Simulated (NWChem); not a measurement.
**CH3BN2O (SMILES C=NBN=O) at 4 levels**

We compute a comparison of 4 runs (HF/STO-3G, HF/3-21G, B3LYP/6-31G*) of CH3BN2O. 

The results are computed with NWChem 7.3.0.

## Step 1: The system as given

CH3BN2O has 8 atoms, charge 0, and is taken as a singlet. As SMILES, `C=NBN=O`. Geometry: relaxed at GFN2-xTB. This is one conformer, not always the lowest.

Bond lengths: C1–N2 1.252 Å, N2–B3 1.439 Å, B3–N4 1.313 Å, N4–O5 1.194 Å, C1–H6 1.097 Å, C1–H7 1.086 Å, B3–H8 1.176 Å. Angles: C1–N2–B3 129.5°, N2–B3–N4 126.2°, B3–N4–O5 164.1°, N2–C1–H6 126.0°, N2–C1–H7 118.4°, N2–B3–H8 124.5°, N4–B3–H8 109.2°, H6–C1–H7 115.6°.

## Step 2: Energy and forces at HF/STO-3G (run 1)

Contents of input.nw:

```
echo
START input
memory total 2200 mb

GEOMETRY noautosym nocenter noautoz
  C     0.319470   -0.008720    1.650420
  N    -0.267310    0.359690    0.607770
  B    -0.100380   -0.097370   -0.746580
  N    -0.656070    0.424430   -1.815630
  O    -0.969040    0.677910   -2.940010
  H     1.115730   -0.760290    1.710060
  H     0.033620    0.448660    2.592600
  H     0.523980   -1.044320   -1.058640
END

BASIS spherical bse
  * library STO-3G
END

SCF
  singlet
  rhf
  thresh 1e-08
  maxiter 80
END

TASK scf gradient
```

On the command line:

```bash
nwchem input.nw > input.out
```

Log:

```text
[...]
  functions       =    28
[...]
  wavefunction    = RHF
[...]
         Total SCF energy =   -244.728355180580
      One-electron energy =   -607.774327946033
      Two-electron energy =    225.100844932730
 Nuclear repulsion energy =    137.945127832722
        Time for solution =      1.6s
[...]
                         RHF ENERGY GRADIENTS
    atom               coordinates                        gradient
                 x          y          z           x          y          z
   1 C       0.603711  -0.016478   3.118842   -0.013983   0.011929  -0.002374
   2 N      -0.505143   0.679716   1.148519    0.031174  -0.033448  -0.001332
   3 B      -0.189691  -0.184003  -1.410832   -0.040379   0.047949  -0.023935
   4 N      -1.239793   0.802056  -3.431043    0.002412  -0.003002  -0.016196
   5 O      -1.831220   1.281064  -5.555813    0.020255  -0.020314   0.056030
   6 H       2.108424  -1.436740   3.231545   -0.000356  -0.000371  -0.000320
   7 H       0.063533   0.847844   4.899304   -0.001152   0.000178  -0.009357
   8 H       0.990179  -1.973479  -2.000540    0.002030  -0.002921  -0.002516
[...]
```

Run time: 2.5 s. Hardware: 1 thread of AMD EPYC 9R14 (Zen 4), shared host; peak memory 0.099 GiB.

## Step 3: Energy and forces at HF/3-21G (run 2)

Contents of ch3bn2o.xyz:

```xyz
8
CH3BN2O gradient
C      0.319470    -0.008720     1.650420
N     -0.267310     0.359690     0.607770
B     -0.100380    -0.097370    -0.746580
N     -0.656070     0.424430    -1.815630
O     -0.969040     0.677910    -2.940010
H      1.115730    -0.760290     1.710060
H      0.033620     0.448660     2.592600
H      0.523980    -1.044320    -1.058640
```

Contents of ch3bn2o.nw:

```
start ch3bn2o
title "CH3BN2O gradient"
memory total 2200 mb

geometry units angstroms noautosym nocenter noautoz
  load format xyz ch3bn2o.xyz
end

basis spherical bse
  * library 3-21G
end

scf
  thresh 1e-08
  maxiter 80
  noprint "final vectors analysis"
end

task scf gradient
```

On the command line:

```bash
nwchem ch3bn2o.nw > ch3bn2o.out
```

Log:

```text
[...]
  functions       =    51
[...]
  wavefunction    = RHF
[...]
         Total SCF energy =   -246.541565379888
      One-electron energy =   -607.958508604349
      Two-electron energy =    223.471815391738
 Nuclear repulsion energy =    137.945127832722
        Time for solution =      1.7s
[...]
                         RHF ENERGY GRADIENTS
    atom               coordinates                        gradient
                 x          y          z           x          y          z
   1 C       0.603711  -0.016478   3.118842   -0.004562   0.001858  -0.007694
   2 N      -0.505143   0.679716   1.148519    0.009823  -0.013935  -0.005753
   3 B      -0.189691  -0.184003  -1.410832   -0.028286   0.030172  -0.052023
   4 N      -1.239793   0.802056  -3.431043    0.022239  -0.016747   0.065420
   5 O      -1.831220   1.281064  -5.555813    0.004161  -0.008017  -0.007797
   6 H       2.108424  -1.436740   3.231545    0.006670  -0.005734   0.002662
   7 H       0.063533   0.847844   4.899304   -0.004233   0.005020   0.002236
   8 H       0.990179  -1.973479  -2.000540   -0.005810   0.007381   0.002949
[...]
```

Wall time 2.7 s (1 thread of AMD EPYC 9R14 (Zen 4), shared host); peak memory 0.1 GiB.

Run 3 isn't shown in full; the table further down has it.

## Step 4: Energy and forces at B3LYP/6-31G(d) (Cartesian functions) (run 4)

Contents of run.py:

```python
from ase import Atoms
from ase.calculators.nwchem import NWChem

mol = Atoms('CNBNOHHH', positions=[
    [0.319470, -0.008720, 1.650420],
    [-0.267310, 0.359690, 0.607770],
    [-0.100380, -0.097370, -0.746580],
    [-0.656070, 0.424430, -1.815630],
    [-0.969040, 0.677910, -2.940010],
    [1.115730, -0.760290, 1.710060],
    [0.033620, 0.448660, 2.592600],
    [0.523980, -1.044320, -1.058640],
])

calc = NWChem(
    label='ch3bn2o',
    theory='dft',
    memory='2200 mb',
    basis='6-31G*',
    dft={'xc': 'b3lyp', 'mult': '1', 'grid': 'xfine', 'convergence': 'energy 1e-08', 'iterations': '100', 'mulliken': None},
)
mol.calc = calc

forces = mol.get_forces()
print("Total energy (eV):", round(mol.get_potential_energy(), 6))
print("forces (eV/A):")
for s, f in zip(mol.symbols, forces):
    print(f"{s:2s} {f[0]:10.5f} {f[1]:10.5f} {f[2]:10.5f}")
print("dipole (e A):", mol.get_dipole_moment().round(4))
```

On the command line:

```bash
export ASE_NWCHEM_COMMAND="nwchem PREFIX.nwi > PREFIX.nwo"
python run.py
```

Log:

```text
Total energy (eV): -6786.304118
forces (eV/A):
C     0.50173   -0.39461    0.32648
N    -1.00906    0.95609   -0.59403
B     0.76979   -0.48301    2.55455
N    -0.75251    0.39940   -3.05972
O    -0.01651    0.19386    0.83911
H     0.17771   -0.18311   -0.04196
H    -0.02232    0.08459    0.43261
H     0.35111   -0.57315   -0.45704
dipole (e A): [ 0.214  -0.1723  0.2042]
```

The calculator wrote ch3bn2o.nwi:

```
title "ch3bn2o"

permanent_dir ch3bn2o

scratch_dir ch3bn2o

start ch3bn2o

geometry units angstrom nocenter noautosym noautoz
  C  3.1946999999999998e-01 -8.7200000000000003e-03 1.6504200000000000e+00
  N  -2.6730999999999999e-01 3.5969000000000001e-01 6.0777000000000003e-01
  B  -1.0038000000000000e-01 -9.7369999999999998e-02 -7.4658000000000002e-01
  N  -6.5607000000000004e-01 4.2442999999999997e-01 -1.8156300000000001e+00
  O  -9.6904000000000001e-01 6.7791000000000001e-01 -2.9400100000000000e+00
  H  1.1157300000000001e+00 -7.6029000000000002e-01 1.7100599999999999e+00
  H  3.3619999999999997e-02 4.4866000000000000e-01 2.5926000000000000e+00
  H  5.2398000000000000e-01 -1.0443199999999999e+00 -1.0586400000000000e+00
end

memory 2200 mb

basis noprint
   * library 6-31G*
end

dft
  xc b3lyp
  mult 1
  grid xfine
  convergence energy 1e-08
  iterations 100
  mulliken
end

task dft gradient
```

ch3bn2o.nwo:

```text
Northwest Computational Chemistry Package (NWChem) 7.3.0
             --------------------------------------------------------

           Job information
           ---------------

    nwchem branch   = 7.3.0
    use scalapack   = T
    input           = ch3bn2o.nwi
    prefix          = ch3bn2o.
    data base       = ch3bn2o/ch3bn2o.db
    status          = startup
    nproc           =        1

           Memory information
           ------------------

[... 5 lines left out ...]
    hardfail = no
[... 106 lines left out ...]
  convergence criterion.
[... 44 lines left out ...]
          Spatial weights used:  Erf1
[... 32 lines left out ...]
 1-e energy   =    -608.476353
[... 43 lines left out ...]
           Coulomb energy =      256.356387796378
[... 635 lines left out ...]
          Convergence on density requested:  1.00D-05
[... 30 lines left out ...]
          total energy or number of iterations.
[... 36 lines left out ...]
                 ----------------------------------------
                 |  Time  |  1-e(secs)   |  2-e(secs)   |
                 ----------------------------------------
                 |  CPU   |       0.00   |       2.49   |
                 ----------------------------------------
                 |  WALL  |       0.00   |       2.49   |
                 ----------------------------------------

 Task  times  cpu:       28.3s     wall:       28.3s
 Total times  cpu:       28.3s     wall:       28.3s
```

Run time: 29 s. Hardware: 1 thread of AMD EPYC 9R14 (Zen 4), shared host; peak memory 0.14 GiB.

## Step 5: Overview of the runs

| run | level | iteration cap | module | energy (Eh) | dipole moment (D) | largest force (eV/Å) | wall time |
| --- | --- | --- | --- | --- | --- | --- | --- |
| 1 | HF/STO-3G | 80 | scf | -244.728355 | 1.05 | 3.450 | 2.5 s |
| 2 | HF/3-21G | 80 | scf | -246.541565 | 2.59 | 3.656 | 2.7 s |
| 3 | B3LYP/6-31G* (spherical functions) | 100 | dft | -249.387311 | – | 3.202 | 27 s |
| 4 | B3LYP/6-31G* (Cartesian functions) | 100 | dft | -249.392078 | 1.64 | 3.176 | 29 s |

## Step 6: Outcome

```
                       quantity          value
            run 4: total energy  -249.39208 Eh
           run 4: dipole moment         1.64 D
             run 4: HOMO energy       -6.43 eV
             run 4: LUMO energy       -3.53 eV
           run 4: HOMO–LUMO gap        2.91 eV
run 4: largest force on an atom     3.176 eV/Å
```

**Reading.** Over runs 1, 2, 4 the dipole moment (its size) runs from 1.05 D (HF/STO-3G) to 2.59 D (HF/3-21G). In run 1 the basis is minimal, so the values are rough. All runs together took 62 s, the longest 29 s.
